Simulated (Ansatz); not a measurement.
# LaAgSb2: the cost of one run

Computed with Ansatz 0.2.0 (DFT LDA, scalar-relativistic, plane waves, PAW, unless a step's input says otherwise).

1 further run of the same task is left out (set aside as unsound or not needed).

## Step 1: The system as given

It takes space group P4/nmm (No. 129, tetragonal). The conventional cell has a = 4.339 Å, b = 4.339 Å, c = 10.575 Å, α = 90.00°, β = 90.00°, γ = 90.00°. La (site symmetry 4mm) has 8 Sb at 3.21 to 3.36 Å and 4 Ag at 3.49 Å as nearest neighbours. Around Ag (site symmetry -4m2) lie 4 Sb at 2.81 Å and 4 Ag at 3.07 Å. Sb (site symmetry 4mm) is surrounded by 4 Ag at 2.81 Å and 4 La at 3.21 Å. Sb (site symmetry -4m2) has 4 Sb at 3.07 Å and 4 La at 3.36 Å as nearest neighbours.

As a file:

```
CELL_PARAMETERS angstrom
4.33893 0.00000 0.00000
0.00000 4.33893 0.00000
0.00000 0.00000 10.57470
ATOMIC_POSITIONS crystal
La 0.00000 0.50000 0.25795
La 0.50000 0.00000 0.74205
Ag 0.00000 0.00000 0.00000
Ag 0.50000 0.50000 0.00000
Sb 0.00000 0.50000 0.83103
Sb 0.50000 0.00000 0.16897
Sb 0.00000 0.00000 0.50000
Sb 0.50000 0.50000 0.50000
```

It goes back to an entry of the Materials Project.

It is the result of an earlier relaxation at this level (volume 24.89 Å³/atom; gap on the mesh: none (metal)).

## Step 2: Relaxing to 0.001 eV/Å, with the smearing for a metal

Response runs need a geometry at rest under their own mesh and occupations; hence this stricter relaxation.

Contents of input.yaml:

```yaml
crystal:
  lattice:
    - [4.3389281732, 0.0, 0.0]
    - [0.0, 4.3389281732, 0.0]
    - [0.0, 0.0, 10.5747043666]
  atoms:
    - { symbol: La, position: [0.0, 0.5, 0.2579506108] }
    - { symbol: La, position: [0.5, 0.0, 0.7420493892] }
    - { symbol: Ag, position: [0.0, 0.0, 0.0] }
    - { symbol: Ag, position: [0.5, 0.5, 0.0] }
    - { symbol: Sb, position: [0.0, 0.5, 0.8310318545] }
    - { symbol: Sb, position: [0.5, 0.0, 0.1689681455] }
    - { symbol: Sb, position: [0.0, 0.0, 0.5] }
    - { symbol: Sb, position: [0.5, 0.5, 0.5] }
basis:
  ecutwfc: 420
kpoints:
  mp_grid: { grid: [8, 8, 4] }
hamiltonian:
  xc: lda
scf:
  occupations: { method: fermi_dirac, width: 0.15 }
output:
  forces: true
  stress: true
  eigenvalues: true
relax:
  adjacent_minimum: "off"
  f_tol: 0.001
  max_steps: 60
  cell: { stress_tol: 0.01 }
```

Run with:

```console
$ ansatz run input.yaml --threads 4 --pin off --max-ram 10240MiB --backend cpu --events-out ev --progress --plain --runs-dir out
```

**Question.** How long does this run take on 4 threads of Arm Neoverse V2, shared host, and how much memory does it need?

About 55 s, with a peak of 0.96 GiB.
